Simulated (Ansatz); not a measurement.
# ZrIn2S2: the cost of one run

Method: DFT PBEsol, scalar-relativistic, plane waves, PAW, in Ansatz 0.2.0.

3 further runs of the same task are left out: 1 that didn't finish, 2 set aside as unsound or not needed. Runs told in other sessions of the task aren't counted.

**1. The system as given**

It takes space group P-3m1 (No. 164, trigonal). The conventional cell has a = 3.548 Å, b = 3.548 Å, c = 11.205 Å, α = 90.00°, β = 90.00°, γ = 120.00°. Around Zr (site symmetry -3m) lie 6 S at 2.58 Å. In (site symmetry 3m) has 3 S at 3.35 Å and 9 In at 3.45 to 3.55 Å in its first shell of neighbours. S (site symmetry 3m) is surrounded by 3 Zr at 2.58 Å and 3 In at 3.35 Å.

Coordinates:

```cif
data_structure
_symmetry_space_group_name_H-M 'P-3m1'
_symmetry_Int_Tables_number 164
_cell_length_a 3.5478
_cell_length_b 3.5478
_cell_length_c 11.2050
_cell_angle_alpha 90.000
_cell_angle_beta 90.000
_cell_angle_gamma 120.000
_cell_volume 122.14
loop_
_atom_site_label
_atom_site_type_symbol
_atom_site_symmetry_multiplicity
_atom_site_Wyckoff_symbol
_atom_site_fract_x
_atom_site_fract_y
_atom_site_fract_z
_atom_site_occupancy
Zr1 Zr 1 a 0.00000 0.00000 0.00000 1
In1 In 2 d 0.33333 0.66667 0.37632 1
S1 S 2 d 0.33333 0.66667 0.86030 1
```

It is the end of an earlier relaxation with the same method, from a database cell with other species swapped in; it needn't be the stable form of this composition. At a tolerance of 0.05 Å it has space group P-3m1 (No. 164); it has 24.43 Å³/atom, an uncorrected energy of -0.87 eV/atom over the elements and, on its mesh, gap none (metal).

**2. Level of theory: PBEsol**

The input, input.yaml:

```yaml
crystal:
  lattice:
    - [3.5477805685, 0.0, 0.0]
    - [-1.7738902843, 3.0724680994, 0.0]
    - [0.0, 0.0, 11.2050491668]
  atoms:
    - { symbol: Zr, position: [0.0, 0.0, 0.0] }
    - { symbol: In, position: [0.3333333333, 0.6666666667, 0.3763203868] }
    - { symbol: In, position: [0.6666666667, 0.3333333333, 0.6236796132] }
    - { symbol: S, position: [0.3333333333, 0.6666666667, 0.8602973296] }
    - { symbol: S, position: [0.6666666667, 0.3333333333, 0.1397026704] }
basis:
  ecutwfc: 420
kpoints:
  mp_grid: { grid: [12, 12, 4] }
  band_path:
    path:
      - [[0.0, 0.0, 0.0], [0.5, 0.0, 0.0], [0.33333333, 0.33333333, 0.0], [0.0, 0.0, 0.0], [0.0, 0.0, 0.5], [0.5, 0.0, 0.5], [0.33333333, 0.33333333, 0.5], [0.0, 0.0, 0.5]]
      - [[0.5, 0.0, 0.5], [0.5, 0.0, 0.0]]
      - [[0.33333333, 0.33333333, 0.5], [0.33333333, 0.33333333, 0.0]]
    npoints: 14
hamiltonian:
  xc: pbesol
scf:
  occupations: { method: gaussian, width: 0.1 }
  n_extra_bands: 12
output:
  forces: true
  stress: true
  eigenvalues: true
  populations: true
  dos: { projected: true, de: 0.02, nscf_kmesh: { grid: [15, 15, 5] } }
  bader: true
```

Launch:

```console
ansatz run input.yaml --threads 1 --pin off --max-ram 2560MiB --backend cpu --events-out ev --progress --plain --runs-dir out
```

What time and memory should one allow on 1 thread of Arm Neoverse V2, shared host?

About 59 s, with a peak of 0.62 GiB.
